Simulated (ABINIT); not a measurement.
Write the native input for ABINIT 10.8.3 (patched build) that does the following.

```
Task                : single point
Functional          : PBE
Potentials or basis : JTH PAW PBE v2.0
Cutoff              : 626 eV
k mesh              : 9 × 9 × 9
Occupations         : fermi-dirac, width 0.05 eV
Spin                : collinear spin, ferromagnetic start
Starting moments    : [7.0, 0.0] μB
Fine-grid cutoff    : 1224.51 eV
```

The structure of GdO lies in POSCAR:

```
GdO
1.0
    2.8018137600      0.0000000000      0.0000000000
    0.0000000000      2.8018137600      0.0000000000
    0.0000000000      0.0000000000      2.8018137600
Gd O
1 1
Direct
    0.0000000000      0.0000000000      0.0000000000  Gd
    0.5000000000      0.5000000000      0.5000000000  O
```

The cell comes from a database or a generator and needn't be the stable form of this composition.

The input as run:

run.abi

```
# Pseudopotentials
pp_dirpath "./"
pseudos "Gd.GGA_PBE-JTH.xml, O.GGA_PBE-JTH.xml"

# Structure
structure "poscar:POSCAR"
natom 2

# Plane-wave basis
ecut 23.0
pawecutdg 45.0
pawxcdev 0

# k points
kptopt 1
ngkpt 9 9 9
nshiftk 1
shiftk 0.0 0.0 0.0

# Exchange and correlation
ixc 11

# Bands and occupations
nband 21
occopt 3
tsmear 0.00183747

# Spin
nsppol 2
spinat
     0.0000000000     0.0000000000     7.0000000000
     0.0000000000     0.0000000000     0.0000000000

# SCF cycle
nstep 100
tolvrs 1.0e-9

# Output
iomode 3
prtwf 0
prtden 0
prteig 0
prtebands 0
```

Potentials or basis: JTH PAW PBE v2.0.

Run with:

```console
$ abinit run.abi > log 2>&1
```

It gave:

- Pressure: 52.0 GPa
- Band gap on the k mesh: none (metal or under the smearing width)
- Net moment: 1.39 μB per cell
- Site moments: Gd +1.36; O +0.00 μB
- Valence electrons inside the program's atomic spheres: Gd 16.08; O 4.59

Caveat: a pressure of tens of GPa on the cell as given is suspect, and the run, the potentials or the cell itself is likely at fault; spin-orbit coupling is left out, which moves the levels of the heavy elements; the moment fell far below its start of 7 μB, so a state of higher moment may lie lower in energy; a cell with one magnetic atom can't hold antiferromagnetic order, which such compounds often take; without U or exact exchange the open f shell lies at the Fermi level, which spoils levels, moments and volumes.

It took 2.9 min on 1 thread of Arm Neoverse V1 (shared host), peak memory 0.15 GiB.
